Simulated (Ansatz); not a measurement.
# CoW2: the cost of one run

Program: Ansatz 0.2.0. Level of theory: DFT PBE, scalar-relativistic, plane waves, PAW. These are calculated values, not measurements.

1 further run of the same task is left out (it didn't finish).

## Step 1: The starting structure

Symmetry: P6_3/mmc, No. 194, hexagonal system. The conventional cell has a = 2.734 Å, b = 2.734 Å, c = 13.936 Å, α = 90.00°, β = 90.00°, γ = 120.00°. Around Co (site symmetry -6m2) lie 6 Co at 2.73 Å and 6 W at 2.81 Å. Around W (site symmetry 3m) lie 9 W at 2.73 to 2.81 Å and 3 Co at 2.81 Å.

As a file:

```
Co W
1.0
     2.73439    0.00000    0.00000
    -1.36720    2.36805    0.00000
     0.00000    0.00000   13.93601
Co W
2 4
Direct
  0.33333 0.66667 0.75000
  0.66667 0.33333 0.25000
  0.33333 0.66667 0.08333
  0.33333 0.66667 0.41667
  0.66667 0.33333 0.58333
  0.66667 0.33333 0.91667
```

The start is an ordering of an alloy on its end members' structure types: elements ordered on the sites of the Si type, Co/W on Si (P6_3/mmc, No. 194).

## Step 2: A first look at the guess

Input file input.yaml:

```yaml
crystal:
  lattice:
    - [2.73439414, 0.0, 0.0]
    - [-1.36719707, 2.36805479, 0.0]
    - [0.0, 0.0, 13.93601163]
  atoms:
    - { symbol: Co, position: [0.33333333, 0.66666667, 0.75], spin: 3.0 }
    - { symbol: Co, position: [0.66666667, 0.33333333, 0.25], spin: 3.0 }
    - { symbol: W, position: [0.33333333, 0.66666667, 0.08333333] }
    - { symbol: W, position: [0.33333333, 0.66666667, 0.41666667] }
    - { symbol: W, position: [0.66666667, 0.33333333, 0.58333333] }
    - { symbol: W, position: [0.66666667, 0.33333333, 0.91666667] }
basis:
  ecutwfc: 420
kpoints:
  mp_grid: { grid: [6, 6, 2] }
hamiltonian:
  xc: pbe
scf:
  occupations: { method: gaussian, width: 0.1 }
  lower_state_search: "off"
output:
  forces: true
  stress: true
  eigenvalues: true
  populations: true
magnetization:
  spin_polarized: true
```

Run with:

```console
> ansatz run input.yaml --threads 1 --pin off --max-ram 2560MiB --backend cpu --events-out ev --progress --plain --runs-dir out
```

What time and memory should one allow on 1 thread of Arm Neoverse V1, shared host?

About 15 s, with a peak of 0.42 GiB.
